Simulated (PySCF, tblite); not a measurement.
# As16H10: electronic excitations

Wanted: electronic excitations for As16H10.

Computed with tblite 0.8.0 and PySCF 2.14.0 and routines of our own; the level stands in each step. Atoms count from 0.

## 1. The system as given

26 atoms, charge 0, multiplicity 1; geometry from: force field, distance geometry or constructed start.

## 2. Optimising the geometry with GFN2-xTB

What the job is given:

```
{"job": {"kind": "relax", "xc": "GFN2-xTB", "basis": "xTB"}, "charge": 0, "multiplicity": 1}
As     0.901800     2.587200    -0.701600
As    -0.900100     3.627300     0.693100
As    -2.685400     2.586700    -0.699000
As    -2.691300     0.522200     0.693800
As    -0.897900    -0.519000    -0.696600
As     0.893600     0.517300     0.697400
As     2.690700    -0.516100    -0.703300
As    -0.893500    -2.586300     0.701500
As     0.899600    -3.626800    -0.700400
As     2.687800    -2.589800     0.701600
As     4.482200     2.587800    -0.702100
As     2.688100     3.622700     0.700000
As     4.480900     0.518500     0.705000
As    -4.482100    -0.518400    -0.702700
As    -4.486500    -2.583900     0.700200
As    -2.692500    -3.624100    -0.693700
H     -0.896500     4.885900    -0.150300
H     -3.782300     3.215300     0.150200
H      0.896300    -4.882200     0.153700
H      3.784000    -3.217800    -0.148500
H      5.572600     3.222500     0.152700
H      2.689700     4.885500    -0.151400
H      5.578300    -0.107200    -0.144600
H     -5.579100     0.107500     0.149700
H     -5.574400    -3.216100    -0.150300
H     -2.696700    -4.884900     0.153700
```

Run with:

```
$ OMP_NUM_THREADS=2 python large_run.py task.json out
```

One launch serves the whole session: the jobs run in the order shown.

What it wrote:

```text
step      E/eV     max force
  0   -1176.42108    0.961
  1   -1176.54346    0.750
  2   -1176.70388    0.188
  3   -1176.71005    0.162
  4   -1176.73431    0.178
  5   -1176.74797    0.203
  6   -1176.76028    0.210
  7   -1176.76948    0.158
  8   -1176.77687    0.124
  9   -1176.78138    0.122
 10   -1176.78557    0.153
 11   -1176.79144    0.168
 12   -1176.79865    0.157
 13   -1176.80453    0.118
 14   -1176.80756    0.074
 15   -1176.80882    0.047
 16   -1176.80960    0.039
 17   -1176.81026    0.031
 18   -1176.81074    0.042
 19   -1176.81127    0.049
 20   -1176.81212    0.058
 21   -1176.81337    0.069
 22   -1176.81470    0.078
 23   -1176.81575    0.074
 24   -1176.81648    0.054
 25   -1176.81706    0.033
 26   -1176.81756    0.041
 27   -1176.81797    0.037
 28   -1176.81842    0.052
 29   -1176.81916    0.062
 30   -1176.82032    0.065
 31   -1176.82153    0.052
 32   -1176.82221    0.031
 33   -1176.82248    0.027
 34   -1176.82264    0.024
 35   -1176.82285    0.024
 36   -1176.82308    0.028
 37   -1176.82331    0.034
 38   -1176.82353    0.033
 39   -1176.82378    0.025
 40   -1176.82398    0.018
```

It took 4.2 s on 2 threads of Arm Neoverse V1, shared host; peak memory 0.16 GiB.

The steps of the relaxation:

```
step  energy from step 0 (eV)  largest force (eV/Å)
   0                   0.0000                0.9611
   1                  -0.1224                0.7503
   2                  -0.2828                0.1881
   3                  -0.2890                0.1619
   4                  -0.3132                0.1779
   5                  -0.3269                0.2029
   6                  -0.3392                0.2099
   7                  -0.3484                0.1582
   8                  -0.3558                0.1246
  10                  -0.3645                0.1523
  13                  -0.3835                0.1178
  15                  -0.3877                0.0467
  18                  -0.3897                0.0423
  20                  -0.3910                0.0575
  23                  -0.3947                0.0743
  25                  -0.3960                0.0324
  28                  -0.3973                0.0521
  30                  -0.3992                0.0647
  33                  -0.4014                0.0277
  36                  -0.4020                0.0279
  37                  -0.4022                0.0337
  38                  -0.4024                0.0322
  39                  -0.4027                0.0252
  40                  -0.4029                0.0180
```

Close pairs (by a distance rule), those that changed most:

```csv
bond,before (Å),after (Å),change (Å)
As10–As12,2.502,2.438,-0.064
As10–As11,2.501,2.438,-0.063
As14–As15,2.499,2.438,-0.061
As13–As14,2.497,2.438,-0.059
As8–As9,2.498,2.440,-0.058
As1–As2,2.492,2.440,-0.051
As6–As9,2.505,2.465,-0.039
As0–As1,2.505,2.466,-0.039
```

The final coordinates are the input of the step that follows.

## 3. Electronic excitations: TDDFT PBE/def2-SVP

What the job is given:

```
{"job": {"kind": "uv", "basis": "def2-SVP", "grid": 1, "kgrid": 0, "vcut": null, "nstates": 6, "ntriplets": 2, "tda": false, "delta": ["ip_vertical"], "pop": true, "xc": "PBE"}, "charge": 0, "multiplicity": 1}
As     0.917931     2.656865    -0.626433
As    -0.930631     3.695711     0.632182
As    -2.735542     2.652566    -0.636255
As    -2.760508     0.534366     0.624141
As    -0.909159    -0.524522    -0.675660
As     0.907897     0.525907     0.675972
As     2.759057    -0.533612    -0.623810
As    -0.918071    -2.655364     0.627011
As     0.929370    -3.694517    -0.632276
As     2.734418    -2.652565     0.636189
As     4.565217     2.636482    -0.573155
As     2.746070     3.695718     0.657308
As     4.572015     0.532665     0.659559
As    -4.573245    -0.532348    -0.659197
As    -4.565370    -2.635032     0.575145
As    -2.747026    -3.694690    -0.655778
H     -0.905794     4.912133    -0.314586
H     -3.802844     3.240022     0.307775
H      0.904578    -4.910651     0.314175
H      3.800823    -3.238701    -0.309411
H      5.612133     3.241836     0.381692
H      2.745666     4.905743    -0.297661
H      5.620979    -0.073678    -0.293390
H     -5.621295     0.074816     0.293599
H     -5.613284    -3.241055    -0.378415
H     -2.746014    -4.904524     0.299245
```

With the program's defaults for keys left out, this is: TDDFT PBE/def2-SVP, vertical, gas phase, core orbitals frozen in the response.

What it wrote:

```text
start: PBE on a coarse grid of 136906 points
cycle   1  E = -35770.5483938628  dE = -1.016e+01  |g| = 9.726e-01  |ddm| = 6.397e+00
cycle   2  E = -35770.5316303633  dE =  1.676e-02  |g| = 9.351e-01  |ddm| = 1.270e+00
cycle   3  E = -35770.5867211653  dE = -5.509e-02  |g| = 3.414e-01  |ddm| = 1.139e+00
cycle   4  E = -35770.6310107642  dE = -4.429e-02  |g| = 4.521e-02  |ddm| = 5.953e-01
cycle   5  E = -35770.6315300892  dE = -5.193e-04  |g| = 1.777e-02  |ddm| = 1.044e-01
cycle   6  E = -35770.6316195029  dE = -8.941e-05  |g| = 6.242e-03  |ddm| = 3.818e-02
final grid: 136906 points
cycle   7  E = -35770.6315564281  dE =  6.307e-05  |g| = 1.505e-02  |ddm| = 3.566e-02
cycle   8  E = -35770.6311187792  dE =  4.376e-04  |g| = 3.871e-02  |ddm| = 9.000e-02
cycle   9  E = -35770.6316399512  dE = -5.212e-04  |g| = 2.537e-03  |ddm| = 6.578e-02
cycle  10  E = -35770.6316300547  dE =  9.896e-06  |g| = 5.978e-04  |ddm| = 4.646e-03
cycle  11  E = -35770.6316291820  dE =  8.728e-07  |g| = 1.576e-04  |ddm| = 1.088e-03
cycle  12  E = -35770.6316311045  dE = -1.923e-06  |g| = 5.243e-05  |ddm| = 3.234e-04
converged SCF energy = -35770.6316311045
Vertical ionisation energy (delta-SCF) = 6.6023 eV   <S^2> = 0.751

Static polarisability (au): isotropic 530.763, principal 284.709 579.045 728.535

Singlet excitations
state   eV       nm        f      main configurations
  1   2.7830    445.5   0.00305   H->L 0.98
  2   2.8268    438.6   0.00729   H->L+1 0.98
  3   2.9057    426.7   0.00000   H->L+2 0.88, H-1->L 0.10
  4   2.9151    425.3   0.00000   H->L+3 0.95
  5   2.9536    419.8   0.00000   H-1->L 0.87, H->L+2 0.10
  6   2.9689    417.6   0.00000   H-1->L+1 0.95

Triplet excitations (Tamm-Dancoff, eV): 2.6381 2.6483
```

Wall time 59 s (2 threads of Arm Neoverse V1, shared host); peak memory 1.5 GiB.

The orbitals next to the gap, with their largest atomic shares:

```
orbital     eV                            atoms
 HOMO−4  -5.83     As0 11 %, As3 11 %, As6 11 %
 HOMO−3  -5.71  As14 19 %, As10 19 %, As13 10 %
 HOMO−2  -5.37     As1 12 %, As8 12 %, As2 12 %
 HOMO−1  -5.25        As3 8 %, As6 8 %, As7 8 %
   HOMO  -5.08      As5 16 %, As4 16 %, As6 9 %
   LUMO  -2.35     As5 10 %, As4 10 %, As10 7 %
 LUMO+1  -2.34     As5 11 %, As4 11 %, As7 10 %
 LUMO+2  -2.22     As1 11 %, As8 11 %, As9 11 %
 LUMO+3  -2.21     As10 8 %, As14 8 %, As11 7 %
```

With each of the 6 states as a Gaussian band of 0.4 eV half-width at 1/e, the curve within the window shown has maxima at 440 nm (ε 420) L/(mol cm). Beyond the last state computed it falls off for lack of states. The curve at chosen wavelengths:

nm, ε (L/mol/cm) and a bar:
```
      379        115 ######
      387        164 ##########
      394        212 ##############
      402        267 ##################
      409        313 ######################
      417        358 #########################
      424        388 ############################
      432        410 #############################
      439        417 ##############################
      447        413 ##############################
      454        399 #############################
      462        375 ###########################
      469        347 #########################
      477        312 ######################
      484        280 ###################
      492        243 ################
      499        212 ##############
      507        178 ###########
      514        152 #########
      522        125 #######
      529        105 #####
      537         85 ####
      544         70 ###
      552         56 ##
      559         46 #
      567         36
```

Further results of this job:

| property | computed |
| --- | --- |
| dipole moment (D) | 0.00 |
| polarisability (Å³) | 78.65 |
| HOMO–LUMO gap (eV) | 2.72 |
| −ε(HOMO) (eV) | 5.08 |

## 4. Outcome

```
                                quantity                        value
           lowest singlet (PBE/def2-SVP)  2.78 eV (446 nm), f = 0.003
brightest single state of those computed  state 2, 2.83 eV, f = 0.007
                          lowest triplet                      2.64 eV
```

In words: The first singlet state (HOMO→LUMO 0.98) lies at 2.78 eV and is weak; of the 6 states computed, the strongest absorption comes from state 2 at 2.83 eV. The lowest triplet lies 0.14 eV below the lowest singlet (triplets in Tamm-Dancoff, singlets in full TDDFT).
